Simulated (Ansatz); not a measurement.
# H4OSSi2: the cost of one run

Computed with the Python package of Ansatz 0.2.0. Level of theory: r2SCAN+D3(BJ)/aug-cc-pVDZ.

## Step 1: The system

Bond lengths: O1–Si2 1.618 Å, Si2–Si3 2.221 Å, Si2–S4 2.094 Å, Si3–S4 2.046 Å, O1–H5 1.019 Å, Si2–H6 1.486 Å, Si3–H7 1.508 Å, Si3–H8 1.481 Å. Angles: O1–Si2–Si3 118.5°, O1–Si2–S4 103.5°, O1–Si2–H6 115.8°, Si3–Si2–S4 56.5°, Si3–Si2–H6 125.8°, S4–Si2–H6 109.9°, Si2–O1–H5 114.8°, Si2–Si3–S4 58.6°, Si2–Si3–H7 120.7°, Si2–Si3–H8 120.8°, S4–Si3–H7 110.7°, S4–Si3–H8 113.2°, H7–Si3–H8 116.4°, Si2–S4–Si3 64.9°.

The script reads h4ossi2.xyz:

```xyz
8

O     0.02110    1.91590   -0.61930
Si   -0.15950    0.77330    0.51170
Si    0.67760   -1.24600    0.11900
S    -1.21040   -0.73900   -0.48430
H    -0.60020    1.82520   -1.42250
H    -0.89940    1.18470    1.73260
H     1.56960   -1.49110   -1.07160
H     0.69340   -2.28010    1.17860
```

## Step 2: The code

spin_h4ossi2.py

```python
# -*- coding: utf-8 -*-
"""Vertical spin-state energies of H4OSSi2."""

import ansatz as az

BASIS_SET = "aug-cc-pVDZ"
XC = "r2scan"
VDW = "d3bj"


def main():
    geometry = az.Crystal.molecule_from_extxyz("h4ossi2.xyz")

    setup = (
        geometry.calculation()
        .basis(gaussian=BASIS_SET)
        .functional(XC, dispersion=VDW)
    )
    found = {}
    for unpaired in [0, 2]:
        report = setup.spin("collinear", total=unpaired).run().report
        s = unpaired / 2
        found[unpaired] = report["free_energy_ev"]
        print(f"2S+1 = {unpaired + 1}: E = {found[unpaired]:.5f} eV, <S^2> = {abs(report['mean_field']['state']['spin_squared']):.3f} (pure state {s * (s + 1):.2f})")
    lowest = min(found, key=found.get)
    for unpaired, e in found.items():
        print(f"multiplicity {unpaired + 1}: {23.060548 * (e - found[lowest]):.1f} kcal/mol above the lowest")


if __name__ == "__main__":
    main()
```

## Step 3: The input behind the calls

The engine receives this input (first run):

```yaml
crystal:
  periodic: [false, false, false]
  atoms:
    - { symbol: O, position_ang: [0.0211, 1.9159, -0.6193] }
    - { symbol: Si, position_ang: [-0.1595, 0.7733, 0.5117] }
    - { symbol: Si, position_ang: [0.6776, -1.246, 0.119] }
    - { symbol: S, position_ang: [-1.2104, -0.739, -0.4843] }
    - { symbol: H, position_ang: [-0.6002, 1.8252, -1.4225] }
    - { symbol: H, position_ang: [-0.8994, 1.1847, 1.7326] }
    - { symbol: H, position_ang: [1.5696, -1.4911, -1.0716] }
    - { symbol: H, position_ang: [0.6934, -2.2801, 1.1786] }
basis:
  gaussian:
    orbitals: aug-cc-pVDZ
hamiltonian:
  xc: r2scan
  dispersion: d3bj
magnetization:
  spin_polarized: true
  initial_magnetization: 0.0
```

## Step 4: Running it

Launch:

```console
python spin_h4ossi2.py
```

Q: Estimate wall time and peak memory on 1 thread of Intel Xeon Platinum 8259CL at 2.50GHz (Skylake/Cascade Lake), shared host.

About 45 s, with a peak of 0.45 GiB.
